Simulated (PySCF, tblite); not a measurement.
# C6H10O: a rotation path, then NMR shifts on frames, part 2 of 2

tblite 0.8.0 and PySCF 2.14.0. Atoms count from 0. The steps go on from the part before.

## Step 5: Shielding tensors: image 4, PBE0/pcSseg-1

Job settings and geometry (Å):

```
{"job": {"kind": "nmr", "xc": "PBE0", "basis": "pcSseg-1", "pop": false}, "charge": 0, "multiplicity": 1}
O     -2.030300     1.209200    -0.561300
C     -1.794300    -0.094700    -0.089400
C     -0.366400    -0.648400    -0.367100
C      0.476000     0.337000    -1.133300
C      1.469800     0.822800    -0.412000
C      1.527600     0.222900     0.956800
C      0.469900    -0.894300     0.908900
H     -1.832400     1.244300    -1.503100
H     -2.539800    -0.785300    -0.512700
H     -1.971600    -0.032700     0.986600
H     -0.477800    -1.579200    -0.932600
H      0.254100     0.598000    -2.155400
H      2.179400     1.569500    -0.725700
H      2.524100    -0.166600     1.174500
H      1.294400     0.975700     1.713800
H      0.958500    -1.866500     0.837300
H     -0.148200    -0.899700     1.804900
```

Method: GIAO PBE0/pcSseg-1 NMR shielding, non-relativistic, gas phase.

Output:

```text
coarse grid: 13808 points
cycle   1  E = -309.2970084367  dE =  9.462e-01  |g| = 6.647e-01  |ddm| = 3.581e+00
cycle   2  E = -309.2341885820  dE =  6.282e-02  |g| = 8.982e-01  |ddm| = 1.351e+00
cycle   3  E = -309.3866958383  dE = -1.525e-01  |g| = 6.907e-02  |ddm| = 8.421e-01
cycle   4  E = -309.3874171264  dE = -7.213e-04  |g| = 3.460e-02  |ddm| = 8.117e-02
cycle   5  E = -309.3876854472  dE = -2.683e-04  |g| = 8.676e-03  |ddm| = 3.946e-02
cycle   6  E = -309.3876990367  dE = -1.359e-05  |g| = 4.046e-03  |ddm| = 1.050e-02
cycle   7  E = -309.3877030728  dE = -4.036e-06  |g| = 5.187e-04  |ddm| = 3.508e-03
final grid: 132176 points
cycle   8  E = -309.4414256131  dE = -3.516e-05  |g| = 1.065e-02  |ddm| = 3.421e-02
cycle   9  E = -309.4414070495  dE =  1.856e-05  |g| = 1.441e-02  |ddm| = 2.142e-02
cycle  10  E = -309.4414509824  dE = -4.393e-05  |g| = 9.962e-04  |ddm| = 1.249e-02
cycle  11  E = -309.4414511746  dE = -1.922e-07  |g| = 2.511e-04  |ddm| = 1.011e-03
cycle  12  E = -309.4414511864  dE = -1.179e-08  |g| = 5.322e-05  |ddm| = 2.526e-04
cycle  13  E = -309.4414511868  dE = -4.252e-10  |g| = 2.938e-05  |ddm| = 6.509e-05
converged SCF energy = -309.4414511868

GIAO shielding tensors (ppm)
atom      isotropic    diamagn.    paramagn.     s11        s22        s33       span
  0 O      298.266     387.403     -89.137    246.291    291.093    357.414    111.123
  1 C      113.460     240.095    -126.635     85.610    109.624    145.147     59.538
  2 C      137.129     248.705    -111.576    113.192    142.521    155.674     42.482
  3 C       52.007     255.126    -203.120    -59.031     72.777    142.275    201.306
  4 C       45.224     254.279    -209.056    -62.049     57.685    140.035    202.084
  5 C      150.486     247.275     -96.789    126.171    153.271    172.016     45.845
  6 C      150.722     246.287     -95.565    123.223    153.091    175.853     52.629
  7 H       31.878      31.985      -0.107     23.111     30.056     42.466     19.355
  8 H       27.301      28.885      -1.583     22.347     27.832     31.726      9.379
  9 H       28.190      29.170      -0.979     23.676     29.423     31.473      7.797
 10 H       28.691      32.306      -3.615     24.627     27.414     34.033      9.406
 11 H       26.054      32.763      -6.710     23.962     26.743     27.457      3.494
 12 H       25.607      30.977      -5.370     24.287     24.918     27.616      3.328
 13 H       29.240      29.202       0.038     24.663     27.158     35.899     11.235
 14 H       28.985      29.551      -0.566     24.920     26.898     35.136     10.216
 15 H       29.445      30.493      -1.048     24.155     28.112     36.068     11.913
 16 H       30.141      30.910      -0.769     26.152     28.863     35.408      9.256
```

Wall time 26 s (1 thread of Intel Xeon Platinum 8259CL at 2.50GHz, shared host); peak memory 0.79 GiB.

Key values: δ C4 141.7, C3 134.9, C1 73.5, C2 49.8, H12 6.11, H11 5.66 ppm.

## Step 6: NMR shieldings: image 6, PBE0/pcSseg-1

Job settings and geometry (Å):

```
{"job": {"kind": "nmr", "xc": "PBE0", "basis": "pcSseg-1", "pop": false}, "charge": 0, "multiplicity": 1}
O     -2.220700     1.001400    -0.927900
C     -1.757000     0.010000    -0.043900
C     -0.361100    -0.554500    -0.398400
C      0.499000     0.484400    -1.065600
C      1.514600     0.860700    -0.311300
C      1.556500     0.131400     0.994700
C      0.456700    -0.938800     0.854700
H     -2.133000     0.684200    -1.832700
H     -2.480200    -0.819500     0.007700
H     -1.727800     0.498500     0.932300
H     -0.498300    -1.418800    -1.058900
H      0.266300     0.863400    -2.045800
H      2.249400     1.606400    -0.561500
H      2.539000    -0.310700     1.170200
H      1.354400     0.820800     1.818400
H      0.907700    -1.921200     0.715900
H     -0.172600    -0.985700     1.742200
```

Level: GIAO PBE0/pcSseg-1 NMR shielding, non-relativistic, gas phase.

Output:

```text
coarse grid: 13808 points
cycle   1  E = -309.3018929421  dE =  9.462e-01  |g| = 6.608e-01  |ddm| = 3.584e+00
cycle   2  E = -309.2430254055  dE =  5.887e-02  |g| = 8.847e-01  |ddm| = 1.330e+00
cycle   3  E = -309.3906880853  dE = -1.477e-01  |g| = 6.816e-02  |ddm| = 8.253e-01
cycle   4  E = -309.3913863518  dE = -6.983e-04  |g| = 3.366e-02  |ddm| = 8.096e-02
cycle   5  E = -309.3916422545  dE = -2.559e-04  |g| = 6.842e-03  |ddm| = 3.793e-02
cycle   6  E = -309.3916510188  dE = -8.764e-06  |g| = 2.627e-03  |ddm| = 8.316e-03
final grid: 132176 points
cycle   7  E = -309.4457971407  dE = -3.743e-05  |g| = 1.092e-02  |ddm| = 3.837e-02
cycle   8  E = -309.4457682241  dE =  2.892e-05  |g| = 1.588e-02  |ddm| = 2.344e-02
cycle   9  E = -309.4458242632  dE = -5.604e-05  |g| = 1.545e-03  |ddm| = 1.426e-02
cycle  10  E = -309.4458248336  dE = -5.704e-07  |g| = 3.610e-04  |ddm| = 1.542e-03
cycle  11  E = -309.4458248624  dE = -2.877e-08  |g| = 1.271e-04  |ddm| = 4.095e-04
cycle  12  E = -309.4458248656  dE = -3.205e-09  |g| = 3.201e-05  |ddm| = 1.238e-04
cycle  13  E = -309.4458248658  dE = -1.996e-10  |g| = 6.094e-06  |ddm| = 3.212e-05
converged SCF energy = -309.4458248658

GIAO shielding tensors (ppm)
atom      isotropic    diamagn.    paramagn.     s11        s22        s33       span
  0 O      295.092     388.079     -92.987    245.569    294.512    345.195     99.626
  1 C      114.306     242.024    -127.718     82.617    106.702    153.598     70.982
  2 C      135.390     248.491    -113.101    108.554    145.081    152.535     43.981
  3 C       48.265     255.198    -206.933    -63.006     65.842    141.959    204.965
  4 C       47.963     254.292    -206.330    -58.744     62.330    140.301    199.045
  5 C      150.717     247.359     -96.642    125.382    153.985    172.785     47.403
  6 C      157.396     246.178     -88.782    134.947    159.963    177.277     42.330
  7 H       31.947      32.237      -0.290     23.845     29.480     42.517     18.672
  8 H       27.420      29.258      -1.838     22.544     28.133     31.584      9.040
  9 H       28.400      29.618      -1.218     23.480     29.989     31.732      8.252
 10 H       28.694      32.356      -3.662     25.346     27.123     33.613      8.268
 11 H       25.758      32.743      -6.986     23.474     25.755     28.044      4.569
 12 H       25.706      31.001      -5.295     24.323     25.051     27.744      3.421
 13 H       29.230      29.183       0.047     24.574     27.244     35.873     11.298
 14 H       29.007      29.565      -0.559     24.904     26.900     35.216     10.312
 15 H       29.721      30.423      -0.702     24.075     28.318     36.771     12.696
 16 H       30.301      30.754      -0.453     26.061     29.238     35.604      9.544
```

Wall time 27 s (1 thread of Intel Xeon Platinum 8259CL at 2.50GHz, shared host); peak memory 0.79 GiB.

This run: δ C4 139.0, C3 138.7, C1 72.6, C2 51.5, H12 6.01, H11 5.96 ppm.

## Step 7: NMR shieldings: image 8, PBE0/pcSseg-1

Job settings and geometry (Å):

```
{"job": {"kind": "nmr", "xc": "PBE0", "basis": "pcSseg-1", "pop": false}, "charge": 0, "multiplicity": 1}
O     -2.419400     0.669400    -1.150200
C     -1.697800     0.161900    -0.055700
C     -0.340500    -0.443600    -0.452600
C      0.567500     0.614400    -1.013400
C      1.576600     0.885900    -0.206100
C      1.557300     0.046300     1.034500
C      0.438100    -0.975600     0.767500
H     -2.527700    -0.032700    -1.802100
H     -2.291100    -0.598900     0.475600
H     -1.543000     1.011300     0.613500
H     -0.527300    -1.237900    -1.185800
H      0.347400     1.098300    -1.948400
H      2.341300     1.625400    -0.370300
H      2.519900    -0.435200     1.213600
H      1.336500     0.669200     1.905100
H      0.869300    -1.948700     0.533700
H     -0.214100    -1.097300     1.631100
```

With the program's defaults for keys left out, this is: GIAO PBE0/pcSseg-1 NMR shielding, non-relativistic, gas phase.

Output:

```text
coarse grid: 13808 points
cycle   1  E = -309.3077461636  dE =  9.521e-01  |g| = 6.581e-01  |ddm| = 3.580e+00
cycle   2  E = -309.2521728990  dE =  5.557e-02  |g| = 8.731e-01  |ddm| = 1.327e+00
cycle   3  E = -309.3959959020  dE = -1.438e-01  |g| = 6.627e-02  |ddm| = 8.255e-01
cycle   4  E = -309.3966356163  dE = -6.397e-04  |g| = 3.356e-02  |ddm| = 7.735e-02
cycle   5  E = -309.3968913714  dE = -2.558e-04  |g| = 5.872e-03  |ddm| = 3.673e-02
cycle   6  E = -309.3968984012  dE = -7.030e-06  |g| = 1.458e-03  |ddm| = 6.620e-03
final grid: 132176 points
cycle   7  E = -309.4506510662  dE = -3.943e-05  |g| = 1.074e-02  |ddm| = 3.482e-02
cycle   8  E = -309.4506295127  dE =  2.155e-05  |g| = 1.492e-02  |ddm| = 2.209e-02
cycle   9  E = -309.4506769214  dE = -4.741e-05  |g| = 1.109e-03  |ddm| = 1.320e-02
cycle  10  E = -309.4506771726  dE = -2.511e-07  |g| = 3.242e-04  |ddm| = 1.141e-03
cycle  11  E = -309.4506771936  dE = -2.107e-08  |g| = 1.179e-04  |ddm| = 3.354e-04
cycle  12  E = -309.4506771968  dE = -3.113e-09  |g| = 3.725e-05  |ddm| = 1.288e-04
cycle  13  E = -309.4506771971  dE = -3.095e-10  |g| = 6.041e-06  |ddm| = 3.503e-05
converged SCF energy = -309.4506771971

GIAO shielding tensors (ppm)
atom      isotropic    diamagn.    paramagn.     s11        s22        s33       span
  0 O      289.312     387.530     -98.218    242.709    288.801    336.425     93.716
  1 C      111.681     244.260    -132.579     80.341    106.113    148.589     68.247
  2 C      130.734     247.069    -116.336    109.481    136.154    146.566     37.085
  3 C       44.569     254.131    -209.562    -66.496     56.636    143.566    210.062
  4 C       49.176     254.515    -205.338    -58.295     65.219    140.606    198.901
  5 C      151.019     247.456     -96.438    127.031    154.468    171.557     44.526
  6 C      159.869     246.724     -86.855    133.594    168.969    177.044     43.450
  7 H       31.723      31.804      -0.080     23.696     29.289     42.185     18.488
  8 H       27.691      30.231      -2.540     22.133     29.545     31.396      9.263
  9 H       28.292      29.740      -1.448     23.836     29.999     31.042      7.207
 10 H       29.141      32.748      -3.607     25.771     28.170     33.482      7.711
 11 H       25.337      31.898      -6.561     23.391     25.013     27.607      4.216
 12 H       25.751      30.942      -5.191     24.326     25.217     27.711      3.385
 13 H       29.271      29.185       0.086     24.626     27.310     35.878     11.252
 14 H       29.179      29.615      -0.435     25.127     27.077     35.334     10.207
 15 H       29.724      30.602      -0.879     23.997     28.492     36.683     12.686
 16 H       30.401      31.036      -0.634     26.114     29.559     35.531      9.418
```

Wall time 27 s (1 thread of Intel Xeon Platinum 8259CL at 2.50GHz, shared host); peak memory 0.79 GiB.

Key values: δ C3 142.4, C4 137.7, C1 75.2, C2 56.2, H11 6.38, H12 5.97 ppm.

## Step 8: Comparing the runs: NMR shifts

Shifts (ppm) of some atoms, chosen among heavy atoms and hydrogens apart, with basis size and wall time:

```
  frame     C4     C3    C2    C6   H16     H7    O0  functions  time
image 0  143.5  137.6  53.5  27.9  2.10   0.66  18.5        169  28 s
image 2  146.2  133.8  52.4  34.4  1.78   0.29  33.5        169  28 s
image 4  141.7  134.9  49.8  36.2  1.58  -0.16  37.8        169  26 s
image 6  139.0  138.7  51.5  29.5  1.42  -0.23  41.0        169  27 s
image 8  137.7  142.4  56.2  27.1  1.32  -0.01  46.8        169  27 s
```

## Step 9: Outcome

What follows sums up all 2 parts.

```
                                       quantity                                                           value
                                        barrier                              0.210 eV (4.8 kcal/mol) at image 4
                          end to end (GFN2-xTB)                                                        0.044 eV
13C shifts against TMS (PBE0/pcSseg-1, image 0)                        143.5, 137.6, 69.1, 53.5, 38.1, 27.9 ppm
 1H shifts against TMS (PBE0/pcSseg-1, image 0)  6.21, 5.72, 3.80, 3.61, 2.94, 2.61, 2.56, 2.12, 2.10, 0.66 ppm
17O shifts against H2O (PBE0/pcSseg-1, image 0)                                                        18.5 ppm
                       range of the shift of O0                                                18.5 to 46.8 ppm
```

Along the band the dihedral turns by 126°, and the top (dihedral 115°) lies 4.8 kcal/mol above the start (GFN2-xTB, rough), so at room temperature this motion is fast. Ends this close can change order at a higher level. The top was not checked by a frequency run. Shifts at one fixed geometry are not the observed spectrum, which averages over the motion. In the first frame run (image 0): Shielding is most anisotropic at C4 (span 208 ppm, paramagnetic term -211 ppm). In ppm, O0 moves most: its shift spreads over 28.3 ppm, from 18.5 (image 0) to 46.8 (image 8).
